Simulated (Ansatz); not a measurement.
# C₂H₄FIn: one species, many methods

An exercise on one series of results from a longer session: the logs are not shown, and one member is left open.

Program: Ansatz 0.2.0, Gaussian basis. Level of theory: functionals in def2-TZVPP, the program's frozen cores in correlated methods. These are calculated values, not measurements.

The runs, in order: LDA (SPW92), PBE-D4, revPBE-D4, BLYP-D4, r2SCAN-D4, B97M-V, PBE0-D4, B3LYP-D4, r2SCANh-D4, r2SCAN0-D4, HSE06-D4, BHLYP-D4, CAM-B3LYP-D4, LC-ωPBE, ωB97X-V, ωB97M-V, B2PLYP, PBE-QIDH; CCSD(T)/def2-SVP; CCSD(T)/def2-TZVPP; MP2/def2-QZVPP; extrapolation to the limit; RPA on PBE.

### Structure used throughout

All runs share one geometry, relaxed beforehand with PBE0-D4 in a triple-zeta def2 set. In takes the def2 core potential; no spin-orbit term is included.

SMILES `[F][In]1[CH2][CH2]1`, 8 atoms, charge 0, spin multiplicity 1.

Atoms are counted from 1 here; the program's logs count them from 0.

Bond lengths: F1–In2 1.926 Å, In2–C3 2.114 Å, In2–C4 2.115 Å, C3–C4 1.593 Å, C3–H5 1.087 Å, C3–H6 1.087 Å, C4–H7 1.087 Å, C4–H8 1.087 Å. Angles: F1–In2–C3 158.1°, F1–In2–C4 157.7°, C3–In2–C4 44.3°, In2–C3–C4 67.9°, In2–C3–H5 120.1°, In2–C3–H6 120.9°, C4–C3–H5 115.2°, C4–C3–H6 115.4°, H5–C3–H6 110.8°, In2–C4–C3 67.8°, In2–C4–H7 120.9°, In2–C4–H8 120.2°, C3–C4–H7 115.3°, C3–C4–H8 115.1°, H7–C4–H8 110.8°.

Set-up of the first run:

in.yaml

```yaml
crystal:
  periodic: [false, false, false]
  atoms:
    - {symbol: F, position_ang: [-0.298000, -1.437347, 3.015840]}
    - {symbol: In, position_ang: [-0.119929, -0.613990, 1.283792]}
    - {symbol: C, position_ang: [0.221650, 0.915882, -0.135220]}
    - {symbol: C, position_ang: [-0.101768, -0.482417, -0.827073]}
    - {symbol: H, position_ang: [1.228392, 1.292236, -0.300532]}
    - {symbol: H, position_ang: [-0.514867, 1.698667, -0.300108]}
    - {symbol: H, position_ang: [0.710966, -0.913254, -1.406966]}
    - {symbol: H, position_ang: [-1.034342, -0.516876, -1.385334]}
basis:
  gaussian: {orbitals: def2-TZVPP}
hamiltonian: {xc: lda}
output: {orbitals: {seedname: orbitals}}
```

The run is started by

```
> ansatz run in.yaml --threads 2 --pin off --events-out ev --progress --plain --max-ram 4352MiB
```

Steps of the session up to this table: LDA; PBE-D4 (GGA); revPBE-D4 (GGA); BLYP-D4 (GGA); r2SCAN-D4 (meta-GGA); B97M-V (meta-GGA); B3LYP-D4 (hybrid); r2SCANh-D4 (hybrid); r2SCAN0-D4 (hybrid); HSE06-D4 (hybrid); BHLYP-D4 (hybrid); CAM-B3LYP-D4 (range-separated); LC-ωPBE (range-separated); ωB97X-V (range-separated); ωB97M-V (range-separated); B2PLYP (double hybrid); PBE-QIDH (double hybrid).

One table of the session follows, with a row left open; its other results are not shown here.

| functional | HOMO (eV) | LUMO (eV) | gap (eV) |
| --- | --- | --- | --- |
| LDA (SPW92) | -4.71 | -3.20 | 1.52 |
| PBE-D4 | -4.50 | -2.90 | 1.59 |
| revPBE-D4 | -4.42 | -2.78 | 1.63 |
| BLYP-D4 | ? | ? | ? |
| r2SCAN-D4 | -4.65 | -2.71 | 1.94 |
| B97M-V | -4.64 | -2.82 | 1.82 |
| PBE0-D4 | -5.50 | -2.03 | 3.47 |
| B3LYP-D4 | -5.35 | -2.35 | 3.00 |
| r2SCANh-D4 | -5.03 | -2.39 | 2.64 |
| r2SCAN0-D4 | -5.61 | -1.92 | 3.69 |
| HSE06-D4 | -5.10 | -2.40 | 2.70 |
| BHLYP-D4 | -6.40 | -1.21 | 5.19 |
| CAM-B3LYP-D4 | -6.79 | -1.10 | 5.68 |
| LC-ωPBE | -8.01 | 0.17 | 8.19 |
| ωB97X-V | -7.69 | 0.01 | 7.71 |
| ωB97M-V | -7.62 | -0.18 | 7.44 |

Estimate the missing values for BLYP-D4.

Worked estimate for «HOMO (eV)». Against the share of exact exchange, B3LYP-D4 (0.2, -5.35), BHLYP-D4 (0.5, -6.40) give a slope of -3.50 per unit share; at 0 the line stands at -4.65.

As computed: HOMO (eV): -4.38; LUMO (eV): -2.87; gap (eV): 1.51. In «HOMO (eV)» the line misses by -0.27.

To keep in mind: All levels share the lack of spin-orbit coupling, which lowers the free heavy atoms and so the true binding.
